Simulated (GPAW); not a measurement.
# HfB (Fm-3m) in GPAW: settings compared, part 2 of 3

GPAW 26.7.0. The steps go on from the part before.

## 3. Relaxation of cell and atoms, BLYP+D4

File run.py:

```python
from ase.calculators.mixing import SumCalculator
from ase.filters import FrechetCellFilter
from ase.io import read, write
from ase.optimize import BFGS
from dftd4.ase import DFTD4
from gpaw import GPAW, PW, setup_paths

setup_paths.insert(0, '.')

atoms = read('HfB.xyz')

calc = GPAW(mode=PW(800),
            xc='BLYP',
            kpts={'size': (10, 10, 10), 'gamma': True},
            occupations={'name': 'fermi-dirac', 'width': 0.05},
            nbands=17,
            convergence={'density': 1e-05, 'forces': 0.0001},
            eigensolver='davidson',
            maxiter=150,
            txt='gpaw.txt')
atoms.calc = SumCalculator([calc, DFTD4(method='blyp')])
opt = BFGS(FrechetCellFilter(atoms), trajectory='relax.traj', logfile='-')
done = opt.run(fmax=0.02, steps=60)
calc.write('gs.gpw')
write('result.traj', atoms)
print('Converged:', done)
print('Cell:', atoms.cell.cellpar().round(4))
print('Volume:', round(atoms.get_volume(), 4))
print(atoms.get_scaled_positions().round(5))
```

File HfB.xyz:

```xyz
2
Lattice="0.0000000000 2.3100000000 2.3100000000 2.3100000000 0.0000000000 2.3100000000 2.3100000000 2.3100000000 0.0000000000" Properties=species:S:1:pos:R:3 pbc="T T T"
Hf     2.3100000000      2.3100000000      2.3100000000
B      0.0000000000      0.0000000000      0.0000000000
```

Potentials or basis: PAW data sets generated in the run's folder for this functional, pw.

Command:

```bash
> gpaw-setup -f BLYP B Hf
> OMP_NUM_THREADS=1 python run.py
```

gpaw.txt:

```text
__  _  _
 | _ |_)|_||  |
 |__||  | ||/\| - 26.7.0

Input parameters:
  mode=PW(ecut=800.0),
  convergence={'density': 1e-05, 'forces': 0.0001},
  eigensolver=Davidson(niter=2),
  kpts=MonkhorstPack(size=(10, 10, 10), gamma=True),
  maxiter=150,
  nbands=17,
  occupations=Occupations(name='fermi-dirac', width=0.05),
  xc=XC(name='BLYP')

Diagonalizing LCAO Hamiltonian
Converting LCAO to pw mode

               Hf

       B

Atoms  # Å, Bohr magnetons
|   | symbol |        x |        y |        z |    initial magnetic moments |
|---|--------|----------|----------|----------|-----------------------------|
| 0 |     Hf | 2.310000 | 2.310000 | 2.310000 | ( 0.0000,  0.0000,  0.0000) |
| 1 |      B | 0.000000 | 0.000000 | 0.000000 | ( 0.0000,  0.0000,  0.0000) |

Unit cell  # Å
| periodic |        x |        y |        z |  lengths |    angles |
|----------|----------|----------|----------|----------|-----------|
|      yes | 0.000000 | 2.310000 | 2.310000 | 3.266833 | 60.000000 |
|      yes | 2.310000 | 0.000000 | 2.310000 | 3.266833 | 60.000000 |
|      yes | 2.310000 | 2.310000 | 0.000000 | 3.266833 | 60.000000 |

Number of symmetries: 48
Symmetry operations  # r_c * U_cc + t_c -> r_c
|    | kind |            matrix            |
|----|------|------------------------------|
|  0 |  σ   |  1, 0, 0,  1, 0,-1,  1,-1, 0 |
|  1 |  C2  |  1, 0, 0,  1,-1, 0,  1, 0,-1 |
|  2 |  E   |  1, 0, 0,  0, 1, 0,  0, 0, 1 |
|  3 |  σ   |  1, 0, 0,  0, 0, 1,  0, 1, 0 |
|  4 |  C4  |  1, 0,-1,  1, 0, 0,  1,-1, 0 |
|  5 |  S6  |  1, 0,-1,  1,-1, 0,  1, 0, 0 |
|  6 |  σ   |  1, 0,-1,  0, 1,-1,  0, 0,-1 |
|  7 |  C3  |  1, 0,-1,  0, 0,-1,  0, 1,-1 |
|  8 |  S6  |  1,-1, 0,  1, 0, 0,  1, 0,-1 |
|  9 |  C4  |  1,-1, 0,  1, 0,-1,  1, 0, 0 |
| 10 |  C3  |  1,-1, 0,  0,-1, 1,  0,-1, 0 |
| 11 |  σ   |  1,-1, 0,  0,-1, 0,  0,-1, 1 |
| 12 |  σ   |  0, 1, 0,  1, 0, 0,  0, 0, 1 |
| 13 |  C4  |  0, 1, 0,  0, 1,-1, -1, 1, 0 |
| 14 |  C3  |  0, 1, 0,  0, 0, 1,  1, 0, 0 |
| 15 |  S6  |  0, 1, 0, -1, 1, 0,  0, 1,-1 |
| 16 |  C2  |  0, 1,-1,  1, 0,-1,  0, 0,-1 |
| 17 |  σ   |  0, 1,-1,  0, 1, 0, -1, 1, 0 |
| 18 |  S4  |  0, 1,-1,  0, 0,-1,  1, 0,-1 |
| 19 |  C4  |  0, 1,-1, -1, 1, 0,  0, 1, 0 |
| 20 |  C3  |  0, 0, 1,  1, 0, 0,  0, 1, 0 |
| 21 |  σ   |  0, 0, 1,  0, 1, 0,  1, 0, 0 |
| 22 |  S6  |  0, 0, 1,  0,-1, 1, -1, 0, 1 |
| 23 |  C4  |  0, 0, 1, -1, 0, 1,  0,-1, 1 |
| 24 |  S4  |  0, 0,-1,  1, 0,-1,  0, 1,-1 |
| 25 |  C3  |  0, 0,-1,  0, 1,-1,  1, 0,-1 |
| 26 |  C2  |  0, 0,-1,  0,-1, 0, -1, 0, 0 |
| 27 |  S6  |  0, 0,-1, -1, 0, 0,  0,-1, 0 |
| 28 |  S4  |  0,-1, 1,  1,-1, 0,  0,-1, 0 |
| 29 |  C4  |  0,-1, 1,  0, 0, 1, -1, 0, 1 |
| 30 |  C2  |  0,-1, 1,  0,-1, 0,  1,-1, 0 |
| 31 |  σ   |  0,-1, 1, -1, 0, 1,  0, 0, 1 |
| 32 |  C3  |  0,-1, 0,  1,-1, 0,  0,-1, 1 |
| 33 |  S6  |  0,-1, 0,  0, 0,-1, -1, 0, 0 |
| 34 |  S4  |  0,-1, 0,  0,-1, 1,  1,-1, 0 |
| 35 |  C2  |  0,-1, 0, -1, 0, 0,  0, 0,-1 |
| 36 |  C2  | -1, 1, 0,  0, 1, 0,  0, 1,-1 |
| 37 |  S6  | -1, 1, 0,  0, 1,-1,  0, 1, 0 |
| 38 |  S4  | -1, 1, 0, -1, 0, 1, -1, 0, 0 |
| 39 |  C3  | -1, 1, 0, -1, 0, 0, -1, 0, 1 |
| 40 |  S6  | -1, 0, 1,  0, 0, 1,  0,-1, 1 |
| 41 |  C2  | -1, 0, 1,  0,-1, 1,  0, 0, 1 |
| 42 |  C3  | -1, 0, 1, -1, 1, 0, -1, 0, 0 |
| 43 |  S4  | -1, 0, 1, -1, 0, 0, -1, 1, 0 |
| 44 |  C2  | -1, 0, 0,  0, 0,-1,  0,-1, 0 |
[... 200 lines left out ...]
|----------|----------|----------|
| -0.00000 |  0.00000 |  0.00000 |  # Hf   0
|  0.00000 | -0.00000 | -0.00000 |  # B    1

Diagonalizing LCAO Hamiltonian
Converting LCAO to pw mode

               Hf

       B

Atoms  # Å, Bohr magnetons
|   | symbol |        x |         y |         z |    initial magnetic moments |
|---|--------|----------|-----------|-----------|-----------------------------|
| 0 |     Hf | 2.346618 |  2.346618 |  2.346618 | ( 0.0000,  0.0000,  0.0000) |
| 1 |      B | 0.000000 | -0.000000 | -0.000000 | ( 0.0000,  0.0000,  0.0000) |

Unit cell  # Å
| periodic |         x |         y |         z |  lengths |    angles |
|----------|-----------|-----------|-----------|----------|-----------|
|      yes | -0.000003 |  2.346619 |  2.346619 | 3.318621 | 60.000074 |
|      yes |  2.346619 | -0.000003 |  2.346619 | 3.318621 | 60.000074 |
|      yes |  2.346619 |  2.346619 | -0.000003 | 3.318621 | 60.000074 |
[... 151 lines left out ...]
SCF iterations
|iter     | |      energy | eigst |  dens |force |
|---------|-|-------------|-------|-------|------|
|iter:   1| |  -13.773018 | -0.31 |       |      |
|iter:   2| |  -13.521571 | -2.03 | -0.92 |      |
|iter:   3| |  -12.743989 | -1.54 | -0.97 |      |
|iter:   4| |  -12.759364 | -3.16 | -1.78 |      |
|iter:   5| |  -12.766078 | -3.54 | -2.05 |      |
|iter:   6| |  -12.766082c| -5.10 | -3.26 |      |
|iter:   7| |  -12.766090c| -6.04 | -3.58 |      |
|iter:   8| |  -12.766090c| -7.55c| -4.37 |      |
|iter:   9| |  -12.766090c| -9.14c| -5.36c|      |
|iter:  10| |  -12.766090c|-10.28c| -5.98c|-29.75c|
[... 41 lines left out ...]
Stress tensor  # eV/Ang^3
|         x |         y |         z |
|-----------|-----------|-----------|
| -0.155969 | -0.000000 | -0.000000 |
| -0.000000 | -0.155969 | -0.000000 |
| -0.000000 | -0.000000 | -0.155969 |

Forces  # eV/Ang
|        x |        y |       z |
|----------|----------|---------|
| -0.00000 | -0.00000 | 0.00000 |  # Hf   0
| -0.00000 |  0.00000 | 0.00000 |  # B    1

Interpolating wave functions to new cell

               Hf

       B

Atoms  # Å, Bohr magnetons
|   | symbol |        x |         y |        z |    initial magnetic moments |
|---|--------|----------|-----------|----------|-----------------------------|
| 0 |     Hf | 2.404872 |  2.404872 | 2.404872 | ( 0.0000,  0.0000,  0.0000) |
| 1 |      B | 0.000000 | -0.000000 | 0.000000 | ( 0.0000,  0.0000,  0.0000) |

Unit cell  # Å
| periodic |         x |         y |         z |  lengths |    angles |
|----------|-----------|-----------|-----------|----------|-----------|
|      yes | -0.000007 |  2.404876 |  2.404876 | 3.401008 | 60.000184 |
|      yes |  2.404876 | -0.000007 |  2.404876 | 3.401008 | 60.000184 |
|      yes |  2.404876 |  2.404876 | -0.000007 | 3.401008 | 60.000184 |
[... 151 lines left out ...]
SCF iterations
|iter     | |      energy | eigst |  dens |force |
|---------|-|-------------|-------|-------|------|
|iter:   1| |  -13.066168 |       |       |      |
|iter:   2| |  -13.048057 | -3.07 | -1.54 |      |
|iter:   3| |  -12.965188 | -2.13 | -1.56 |      |
|iter:   4| |  -12.968346 | -4.15 | -2.50 |      |
|iter:   5| |  -12.969906c| -4.69 | -2.79 |      |
|iter:   6| |  -12.969905c| -6.16 | -3.80 |      |
|iter:   7| |  -12.969906c| -7.47c| -4.31 |      |
|iter:   8| |  -12.969906c| -8.84c| -5.17c|      |
|iter:   9| |  -12.969906c|-10.09c| -5.50c|-29.04c|
[... 41 lines left out ...]
Stress tensor  # eV/Ang^3
|         x |         y |         z |
|-----------|-----------|-----------|
| -0.054713 | -0.000001 | -0.000001 |
| -0.000001 | -0.054713 | -0.000001 |
| -0.000001 | -0.000001 | -0.054713 |

Forces  # eV/Ang
|        x |        y |        z |
|----------|----------|----------|
|  0.00000 | -0.00000 |  0.00000 |  # Hf   0
| -0.00000 |  0.00000 | -0.00000 |  # B    1

Interpolating wave functions to new cell

               Hf

       B

Atoms  # Å, Bohr magnetons
|   | symbol |        x |         y |        z |    initial magnetic moments |
|---|--------|----------|-----------|----------|-----------------------------|
| 0 |     Hf | 2.411665 |  2.411665 | 2.411665 | ( 0.0000,  0.0000,  0.0000) |
| 1 |      B | 0.000000 | -0.000000 | 0.000000 | ( 0.0000,  0.0000,  0.0000) |

Unit cell  # Å
| periodic |         x |         y |         z |  lengths |    angles |
|----------|-----------|-----------|-----------|----------|-----------|
|      yes | -0.000007 |  2.411668 |  2.411668 | 3.410614 | 60.000198 |
|      yes |  2.411668 | -0.000007 |  2.411668 | 3.410614 | 60.000198 |
|      yes |  2.411668 |  2.411668 | -0.000007 | 3.410614 | 60.000198 |
[... 151 lines left out ...]
SCF iterations
|iter     | |      energy | eigst |  dens |force |
|---------|-|-------------|-------|-------|------|
|iter:   1| |  -12.983182 |       |       |      |
|iter:   2| |  -12.982945 | -4.92 | -2.47 |      |
|iter:   3| |  -12.981820c| -3.98 | -2.50 |      |
|iter:   4| |  -12.981856c| -6.03 | -3.42 |      |
|iter:   5| |  -12.981875c| -6.54 | -3.74 |      |
|iter:   6| |  -12.981874c| -7.90c| -4.67 |      |
|iter:   7| |  -12.981875c| -9.29c| -5.15c|      |
|iter:   8| |  -12.981875c|-10.07c| -5.47c|-28.80c|
[... 41 lines left out ...]
Stress tensor  # eV/Ang^3
|         x |         y |         z |
|-----------|-----------|-----------|
| -0.044690 | -0.000001 | -0.000001 |
| -0.000001 | -0.044690 | -0.000001 |
| -0.000001 | -0.000001 | -0.044690 |

Forces  # eV/Ang
|        x |        y |       z |
|----------|----------|---------|
| -0.00000 |  0.00000 | 0.00000 |  # Hf   0
|  0.00000 | -0.00000 | 0.00000 |  # B    1

# Writing to gs.gpw (mode='')
```

Wall time 2.4 min (1 thread of Arm Neoverse V2, shared host); peak memory 0.29 GiB.

Results:

```yaml
Free_energy: -14.0075 eV
Relaxed_volume: 14.03 Å³/atom
Relaxed_cell: a = 3.411 Å, b = 3.411 Å, c = 3.411 Å, α = 60.00°, β = 60.00°, γ = 60.00°
Space_group_after_relaxing_to_0.05_Å: Fm-3m (No. 225)
Energy_gained_by_relaxing: 138.5 meV/atom
Ionic_steps: 4
Pressure_after_relaxing: 0.1 GPa
Band_gap_on_the_k_mesh: none (metal or under the smearing width)
Dispersion_energy_per_atom: -0.510 eV
```

The path:
```csv
step,energy change (eV),largest force (eV/Å),pressure (GPa),volume (Å³)
1,0.0000,0.0000,28.62,24.65
2,-0.1671,0.0000,16.63,25.84
3,-0.2756,0.0000,1.59,27.82
4,-0.2770,0.0000,0.11,28.05
```

Final structure:
```xyz
2
Lattice="0.0000 2.4117 2.4117 2.4117 0.0000 2.4117 2.4117 2.4117 0.0000" Properties=species:S:1:pos:R:3 pbc="T T T"
Hf    2.4117    2.4117    2.4117
B     0.0000    0.0000    0.0000
```

Caveat: later steps reuse the first step's grids; pairwise dispersion overbinds metals, which lowers pressure and volume. The run has no spin-orbit coupling, so splittings on Hf are missing.

(Part 2 of 3 ends here.)
